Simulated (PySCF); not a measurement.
# SnO₂: a ladder of methods

Aim: at the PBE0 minimum of singlet SnO₂, found before, compare methods on energies and levels.

Computed with PySCF 2.14.0. Level: several methods, basis Sn def2-TZVP with ECP28, O def2-TZVP, scalar-relativistic core potentials, no spin–orbit coupling, density fitting.

**1. The system as given**

3 atoms, charge 0, spin multiplicity 1.

Bond lengths: Sn1–O2 1.799 Å, Sn1–O3 1.799 Å. Angles: O2–Sn1–O3 180.0°.

Coordinates in bohr (charge 0 multiplicity 1):
```
Sn    0.0000    0.0000    0.0000
O     0.0000    0.0000    3.3990
O     0.0000    0.0000   -3.3990
```

**2. Fields at the lowest minimum**

The plane holds Sn1 at (0.00, 0.00), O2 at (1.80, 0.00), O3 at (-1.80, 0.00) Å. Columns run from x = -3.75 to 4.05 Å, rows from y = 2.25 (top) to -1.95 Å, in steps of 0.3 Å. Electrons inside core potentials are absent.

Density (cut at 5 e/Å³):

Ten steps from '0' (0.000 e/Å³) to '9' (5.000 e/Å³), finer at the low end (step k begins (100^(k/10) - 1)/99 of the way up):
```
000000000000000000000000000
000000000000000000000000000
000000000001111000000000000
000001111112222111111000000
000012333333443333332100000
000134665446776445664310000
000247997669999667997420000
001358998779999778998531000
001358998779999778998531000
000247997669999667997420000
000134665446776445664310000
000012333333443333332100000
000001111112222111111000000
000000000001111000000000000
000000000000000000000000000
```

ELF (0 where the density is under 0.005 e/Å³):

Ten even steps from '0' (0.00) to '9' (0.87):
```
000000000000000000000000000
000000011111111111100000000
000011222222222222221100000
000124443333333333444210000
000256776432222346776520000
001479998522442258999741000
002589998526996258999852000
002689117528118257119862000
002689117528118257119862000
002589998526996258999852000
001479998522442258999741000
000256776432222346776520000
000124443333333333444210000
000011222222222222221100000
000000011111111111100000000
```

Electrostatic potential (cut at 20 V):

Ten steps from '0' (-1.50 V) to '9' (20.00 V), finer at the low end (step k begins (100^(k/10) - 1)/99 of the way up):
```
333334445556666555444333333
333333345566666655433333333
333222345567777655432223333
322111235678888765321112233
321001345789999875431001233
221025777899999987775201223
210258999999999999998520123
211379999999999999999731123
211379999999999999999731123
210258999999999999998520123
221025777899999987775201223
321001345789999875431001233
322111235678888765321112233
333222345567777655432223333
333333345566666655433333333
```

Making the fields took 0.8 s on 2 threads of Arm Neoverse V2, shared host.

**3. PBE0**

The steps are one call of a driver around PySCF; scf.py gives each level's set-up. Each SCF starts from the density of the minimum. The driver also runs the species with one electron less or more at the same geometry; their logs are not shown.

File scf.py:

```python
from pyscf import gto, scf, dft
mol = gto.M(atom='''
Sn     0.000000     0.000000     0.000000
O      0.000000     0.000000     1.798696
O     -0.000000     0.000000    -1.798696''',
    basis={'Sn': 'def2-TZVP', 'O': 'def2-TZVP'},
    ecp={'Sn': 'def2-TZVP'},
    charge=0, spin=0)
mf = dft.RKS(mol, xc='PBE0')
mf.grids.atom_grid = (75, 302)
aux = {'Sn': 'def2-universal-JKFIT', 'O': 'def2-universal-JKFIT'}
mf = mf.density_fit(auxbasis=aux)
mf.conv_tol = 1e-08
mf.diis_space = 10
mf.max_cycle = 60
mf.verbose = 4
mf.kernel()
```

On the command line:

```console
$ OMP_NUM_THREADS=2 python axn.py task.json out
```

Standard output:

```text
init E= -364.581330294819
  HOMO = -0.316043607283911  LUMO = -0.114640752311605  gap/eV = 5.48045
cycle= 1 E= -364.581330294818  delta_E= 1.36e-12  |g|= 3.36e-06  |ddm|= 4.31e-06
  HOMO = -0.316044380100274  LUMO = -0.114641057342432  gap/eV = 5.48046
Extra cycle  E= -364.581330294807  delta_E= 1.13e-11  |g|= 8.34e-06  |ddm|= 9.33e-06
converged SCF energy = -364.581330294807
```

This level, with the species of one electron less or more, took 1.8 s.

* energy: -364.581330 Eh
* one electron less (charge +1): -364.185755 Eh (doublet, ⟨S²⟩ 0.83)
* one electron more (charge -1): -364.619581 Eh (doublet, ⟨S²⟩ 0.76)
* Mulliken charge of Sn1: +1.05 e

**4. HF**

Edit scf.py of step 3 so:

```diff
@@ -9,2 +9 @@
-mf = dft.RKS(mol, xc='PBE0')
-mf.grids.atom_grid = (75, 302)
+mf = scf.RHF(mol)
```

Standard output (excerpt; [...] marks lines left out):

```text
[... the frontier levels of the middle cycles are left out ...]
init E= -362.990442318369
  HOMO = -0.465040167460346  LUMO = 0.00924579347209331  gap/eV = 12.90598
cycle= 1 E= -363.020377124278  delta_E= -0.0299  |g|= 0.0921  |ddm|= 0.587
  HOMO = -0.44904500599735  LUMO = 0.0136211906146954  gap/eV = 12.58979
cycle= 2 E= -363.02189286368  delta_E= -0.00152  |g|= 0.0552  |ddm|= 0.117
  HOMO = -0.459636249640702  LUMO = 0.0116052738940761  gap/eV = 12.82314
cycle= 3 E= -363.022505671895  delta_E= -0.000613  |g|= 0.022  |ddm|= 0.0571
cycle= 4 E= -363.022617658227  delta_E= -0.000112  |g|= 0.00249  |ddm|= 0.0217
cycle= 5 E= -363.022620938329  delta_E= -3.28e-06  |g|= 0.000609  |ddm|= 0.00487
cycle= 6 E= -363.02262126095  delta_E= -3.23e-07  |g|= 0.000254  |ddm|= 0.00193
cycle= 7 E= -363.022621337457  delta_E= -7.65e-08  |g|= 8.72e-05  |ddm|= 0.000941
cycle= 8 E= -363.022621345638  delta_E= -8.18e-09  |g|= 1.94e-05  |ddm|= 0.000359
  HOMO = -0.456911144465669  LUMO = 0.0141837866226115  gap/eV = 12.81915
Extra cycle  E= -363.022621345818  delta_E= -1.8e-10  |g|= 8.18e-06  |ddm|= 3.75e-05
converged SCF energy = -363.022621345818
```

This level, with the species of one electron less or more, took 1.5 s.

```
energy                        : -363.022621 Eh
one electron less (charge +1) : -362.686107 Eh (doublet, ⟨S²⟩ 1.36)
one electron more (charge -1) : -363.039032 Eh (doublet, ⟨S²⟩ 0.78)
Mulliken charge of Sn1        : +1.40 e
```

**5. PBE**

Edit scf.py of step 4 so:

```diff
@@ -9 +9,2 @@
-mf = scf.RHF(mol)
+mf = dft.RKS(mol, xc='PBE')
+mf.grids.atom_grid = (75, 302)
```

Standard output (excerpt; [...] marks lines left out):

```text
[... the frontier levels of the middle cycles are left out ...]
init E= -364.601879499599
  HOMO = -0.251180320219924  LUMO = -0.145061336494489  gap/eV = 2.88764
cycle= 1 E= -364.600201724807  delta_E= 0.00168  |g|= 0.159  |ddm|= 0.365
  HOMO = -0.296487438685242  LUMO = -0.164658406989695  gap/eV = 3.58725
cycle= 2 E= -364.529685657347  delta_E= 0.0705  |g|= 0.608  |ddm|= 0.633
  HOMO = -0.26420389280672  LUMO = -0.149999930231242  gap/eV = 3.10765
cycle= 3 E= -364.606095201053  delta_E= -0.0764  |g|= 0.0522  |ddm|= 0.439
cycle= 4 E= -364.606797832736  delta_E= -0.000703  |g|= 0.00353  |ddm|= 0.0498
cycle= 5 E= -364.606800067739  delta_E= -2.24e-06  |g|= 0.000395  |ddm|= 0.00361
cycle= 6 E= -364.606800102403  delta_E= -3.47e-08  |g|= 0.000126  |ddm|= 0.000701
cycle= 7 E= -364.606800105171  delta_E= -2.77e-09  |g|= 1.99e-05  |ddm|= 0.000113
  HOMO = -0.261531084818718  LUMO = -0.149361107331423  gap/eV = 3.05230
Extra cycle  E= -364.606800103782  delta_E= 1.39e-09  |g|= 8.44e-05  |ddm|= 7.11e-05
converged SCF energy = -364.606800103782
```

This level, with the species of one electron less or more, took 9 s.

```
energy                        : -364.606800 Eh
one electron less (charge +1) : -364.216706 Eh (doublet, ⟨S²⟩ 0.77)
one electron more (charge -1) : -364.641770 Eh (doublet, ⟨S²⟩ 0.75)
Mulliken charge of Sn1        : +0.93 e
```

**6. B3LYP**

Edit scf.py of step 5 so:

```diff
@@ -9 +9 @@
-mf = dft.RKS(mol, xc='PBE')
+mf = dft.RKS(mol, xc='B3LYP')
```

Standard output:

```text
init E= -364.809667846701
  HOMO = -0.3069585626421  LUMO = -0.126361806048291  gap/eV = 4.91429
cycle= 1 E= -364.810975958416  delta_E= -0.00131  |g|= 0.0325  |ddm|= 0.157
  HOMO = -0.30337999796373  LUMO = -0.125050689488955  gap/eV = 4.85259
cycle= 2 E= -364.810265024912  delta_E= 0.000711  |g|= 0.0671  |ddm|= 0.0634
  HOMO = -0.308772315761022  LUMO = -0.127732680892226  gap/eV = 4.92634
cycle= 3 E= -364.81107662355  delta_E= -0.000812  |g|= 0.013  |ddm|= 0.0575
  HOMO = -0.307833834140036  LUMO = -0.127405826470607  gap/eV = 4.90970
cycle= 4 E= -364.811114571359  delta_E= -3.79e-05  |g|= 0.000388  |ddm|= 0.0122
  HOMO = -0.307795475585714  LUMO = -0.127351300327266  gap/eV = 4.91014
cycle= 5 E= -364.811114606223  delta_E= -3.49e-08  |g|= 0.000102  |ddm|= 0.000507
  HOMO = -0.307809401063291  LUMO = -0.127364991931096  gap/eV = 4.91014
cycle= 6 E= -364.811114608178  delta_E= -1.95e-09  |g|= 2.38e-05  |ddm|= 0.000111
  HOMO = -0.307808312274527  LUMO = -0.127362752298698  gap/eV = 4.91017
Extra cycle  E= -364.811114608171  delta_E= 7.39e-12  |g|= 2.37e-05  |ddm|= 4.93e-05
converged SCF energy = -364.811114608171
```

This level, with the species of one electron less or more, took 3.7 s on 2 threads of Arm Neoverse V2, shared host.

| Item | Value |
| --- | --- |
| energy | -364.811115 Eh |
| one electron less (charge +1) | -364.412884 Eh (doublet, ⟨S²⟩ 0.81) |
| one electron more (charge -1) | -364.852788 Eh (doublet, ⟨S²⟩ 0.75) |
| Mulliken charge of Sn1 | +1.05 e |

**7. r2SCAN**

Edit scf.py of step 6 so:

```diff
@@ -9,2 +9,2 @@
-mf = dft.RKS(mol, xc='B3LYP')
-mf.grids.atom_grid = (75, 302)
+mf = dft.RKS(mol, xc='R2SCAN')
+mf.grids.atom_grid = (90, 434)
```

Standard output (excerpt; [...] marks lines left out):

```text
[... the frontier levels of the middle cycles are left out ...]
init E= -364.75250107245
  HOMO = -0.271002044021595  LUMO = -0.144198085973219  gap/eV = 3.45051
cycle= 1 E= -364.753598717052  delta_E= -0.0011  |g|= 0.0586  |ddm|= 0.244
  HOMO = -0.283751845891646  LUMO = -0.148468937389936  gap/eV = 3.68124
cycle= 2 E= -364.746464725397  delta_E= 0.00713  |g|= 0.195  |ddm|= 0.237
  HOMO = -0.273063961089096  LUMO = -0.143751708405166  gap/eV = 3.51877
cycle= 3 E= -364.754402007663  delta_E= -0.00794  |g|= 0.0116  |ddm|= 0.153
cycle= 4 E= -364.754429994726  delta_E= -2.8e-05  |g|= 0.00312  |ddm|= 0.0162
cycle= 5 E= -364.754431998602  delta_E= -2e-06  |g|= 0.000498  |ddm|= 0.00254
cycle= 6 E= -364.754432059028  delta_E= -6.04e-08  |g|= 7.97e-05  |ddm|= 0.000554
cycle= 7 E= -364.75443206032  delta_E= -1.29e-09  |g|= 7.33e-06  |ddm|= 7.82e-05
  HOMO = -0.273392331075967  LUMO = -0.144614474685664  gap/eV = 3.50422
Extra cycle  E= -364.754432060042  delta_E= 2.77e-10  |g|= 3.68e-05  |ddm|= 2.54e-05
converged SCF energy = -364.754432060042
```

This level, with the species of one electron less or more, took 11 s.

| Item | Value |
| --- | --- |
| energy | -364.754432 Eh |
| one electron less (charge +1) | -364.362719 Eh (doublet, ⟨S²⟩ 0.80) |
| one electron more (charge -1) | -364.793386 Eh (doublet, ⟨S²⟩ 0.76) |
| Mulliken charge of Sn1 | +1.04 e |

**8. TPSSh**

Edit scf.py of step 7 so:

```diff
@@ -9 +9 @@
-mf = dft.RKS(mol, xc='R2SCAN')
+mf = dft.RKS(mol, xc='TPSSH')
```

Standard output (excerpt; [...] marks lines left out):

```text
[... the frontier levels of the middle cycles are left out ...]
init E= -364.666515638193
  HOMO = -0.284128194588054  LUMO = -0.129619835446789  gap/eV = 4.20439
cycle= 1 E= -364.667486947803  delta_E= -0.000971  |g|= 0.0214  |ddm|= 0.122
  HOMO = -0.287679576128241  LUMO = -0.131275194746099  gap/eV = 4.25598
cycle= 2 E= -364.667290189073  delta_E= 0.000197  |g|= 0.036  |ddm|= 0.0502
  HOMO = -0.284458388788806  LUMO = -0.129648322044012  gap/eV = 4.21260
cycle= 3 E= -364.667540285272  delta_E= -0.00025  |g|= 0.0144  |ddm|= 0.0363
cycle= 4 E= -364.667572565477  delta_E= -3.23e-05  |g|= 0.00224  |ddm|= 0.0131
cycle= 5 E= -364.667573554722  delta_E= -9.89e-07  |g|= 0.000276  |ddm|= 0.00296
cycle= 6 E= -364.667573569761  delta_E= -1.5e-08  |g|= 8.48e-05  |ddm|= 0.000316
cycle= 7 E= -364.667573571374  delta_E= -1.61e-09  |g|= 3.87e-06  |ddm|= 7.73e-05
  HOMO = -0.285232928331089  LUMO = -0.130099289709818  gap/eV = 4.22140
Extra cycle  E= -364.667573571326  delta_E= 4.76e-11  |g|= 1.55e-05  |ddm|= 1.1e-05
converged SCF energy = -364.667573571326
```

This level, with the species of one electron less or more, took 12 s.

```
energy                        : -364.667574 Eh
one electron less (charge +1) : -364.278131 Eh (doublet, ⟨S²⟩ 0.80)
one electron more (charge -1) : -364.701896 Eh (doublet, ⟨S²⟩ 0.75)
Mulliken charge of Sn1        : +1.04 e
```

**9. r2SCANh**

Edit scf.py of step 8 so:

```diff
@@ -9 +9 @@
-mf = dft.RKS(mol, xc='TPSSH')
+mf = dft.RKS(mol, xc='HYB_MGGA_XC_R2SCANH')
```

Standard output:

```text
init E= -364.72288265457
  HOMO = -0.294196775306469  LUMO = -0.132163995489538  gap/eV = 4.40914
cycle= 1 E= -364.723502896253  delta_E= -0.00062  |g|= 0.0199  |ddm|= 0.146
  HOMO = -0.295412469829616  LUMO = -0.131503185737213  gap/eV = 4.46020
cycle= 2 E= -364.723269467887  delta_E= 0.000233  |g|= 0.0394  |ddm|= 0.0659
  HOMO = -0.292940517210787  LUMO = -0.130736495058038  gap/eV = 4.41380
cycle= 3 E= -364.723552558223  delta_E= -0.000283  |g|= 0.0101  |ddm|= 0.041
  HOMO = -0.293984996613856  LUMO = -0.131563856310223  gap/eV = 4.41970
cycle= 4 E= -364.723571312046  delta_E= -1.88e-05  |g|= 0.000731  |ddm|= 0.00622
  HOMO = -0.293892772463966  LUMO = -0.131516919727744  gap/eV = 4.41847
cycle= 5 E= -364.723571426824  delta_E= -1.15e-07  |g|= 0.000187  |ddm|= 0.000765
  HOMO = -0.29390730084324  LUMO = -0.131526720255795  gap/eV = 4.41860
cycle= 6 E= -364.723571434676  delta_E= -7.85e-09  |g|= 9.62e-06  |ddm|= 0.000194
  HOMO = -0.293908626674856  LUMO = -0.131527256016934  gap/eV = 4.41862
Extra cycle  E= -364.723571434604  delta_E= 7.13e-11  |g|= 2.08e-05  |ddm|= 3.02e-05
converged SCF energy = -364.723571434604
```

This level, with the species of one electron less or more, took 10 s.

* energy: -364.723571 Eh
* one electron less (charge +1): -364.330050 Eh (doublet, ⟨S²⟩ 0.82)
* one electron more (charge -1): -364.764022 Eh (doublet, ⟨S²⟩ 0.76)
* Mulliken charge of Sn1: +1.07 e

**10. TPSS**

Edit scf.py of step 9 so:

```diff
@@ -9 +9 @@
-mf = dft.RKS(mol, xc='HYB_MGGA_XC_R2SCANH')
+mf = dft.RKS(mol, xc='TPSS')
```

Standard output (excerpt; [...] marks lines left out):

```text
[... the frontier levels of the middle cycles are left out ...]
init E= -364.682123397972
  HOMO = -0.258999338365211  LUMO = -0.141529198078562  gap/eV = 3.19653
cycle= 1 E= -364.683908527657  delta_E= -0.00179  |g|= 0.0718  |ddm|= 0.247
  HOMO = -0.27898425940485  LUMO = -0.150698204287512  gap/eV = 3.49084
cycle= 2 E= -364.670970702785  delta_E= 0.0129  |g|= 0.26  |ddm|= 0.284
  HOMO = -0.265168742216057  LUMO = -0.143997228211788  gap/eV = 3.29724
cycle= 3 E= -364.685183523914  delta_E= -0.0142  |g|= 0.0262  |ddm|= 0.187
cycle= 4 E= -364.685348624867  delta_E= -0.000165  |g|= 0.00483  |ddm|= 0.0236
cycle= 5 E= -364.685353517457  delta_E= -4.89e-06  |g|= 0.000383  |ddm|= 0.00586
cycle= 6 E= -364.685353547597  delta_E= -3.01e-08  |g|= 8.23e-05  |ddm|= 0.000532
cycle= 7 E= -364.68535354917  delta_E= -1.57e-09  |g|= 9.61e-06  |ddm|= 7.66e-05
  HOMO = -0.263858966706845  LUMO = -0.143586161904167  gap/eV = 3.27279
Extra cycle  E= -364.685353548621  delta_E= 5.49e-10  |g|= 5.21e-05  |ddm|= 3.48e-05
converged SCF energy = -364.685353548621
```

This level, with the species of one electron less or more, took 13 s on 2 threads of Arm Neoverse V2, shared host.

| Quantity | Value |
| --- | --- |
| energy | -364.685354 Eh |
| one electron less (charge +1) | -364.298498 Eh (doublet, ⟨S²⟩ 0.78) |
| one electron more (charge -1) | -364.718140 Eh (doublet, ⟨S²⟩ 0.75) |
| Mulliken charge of Sn1 | +1.00 e |

**11. All levels side by side**

| level | atomisation energy (kJ/mol) | vertical ionisation energy (eV) | vertical electron affinity (eV) | −ε(HOMO) (eV) | gap (eV) | wall time |
| --- | --- | --- | --- | --- | --- | --- |
| PBE0 | 749 | 10.76 | 1.04 | 8.60 | 5.48 | 1.8 s |
| HF | 135 | 9.16 | 0.45 | 12.43 | 12.82 | 1.5 s |
| PBE | 888 | 10.62 | 0.95 | 7.12 | 3.05 | 9 s |
| B3LYP | 764 | 10.84 | 1.13 | 8.38 | 4.91 | 3.7 s |
| r2SCAN | 805 | 10.66 | 1.06 | 7.44 | 3.50 | 11 s |
| TPSSh | 773 | 10.60 | 0.93 | 7.76 | 4.22 | 12 s |
| r2SCANh | 756 | 10.71 | 1.10 | 8.00 | 4.42 | 10 s |
| TPSS | 824 | 10.53 | 0.89 | 7.18 | 3.27 | 13 s |

Times are for 2 threads of Arm Neoverse V2, shared host; PBE0 starts from its own converged density, so its time is not comparable. A dash stands where a species or a free atom was not run at that level, or the quantity is not defined.

Atomisation goes to high-spin atoms in their ground configurations, run at the same level, without zero-point energy.

**12. Summary of results**

| quantity | value |
| --- | --- |
| atomisation energy, range | 135 (HF) to 888 (PBE) kJ/mol |
| vertical ionisation energy, range | 9.16 (HF) to 10.84 (B3LYP) eV |
| vertical electron affinity, range | 0.45 (HF) to 1.13 (B3LYP) eV |
| orbital gap, range | 3.05 (PBE) to 12.82 (HF) eV |

In words: The atomisation energy spreads over 752 kJ/mol, from HF to PBE; without a CCSD(T) value for it there is no yardstick here. Spin contamination is strong in at least one of the open-shell species at HF. Without diffuse functions electron affinities tend to come out too low.
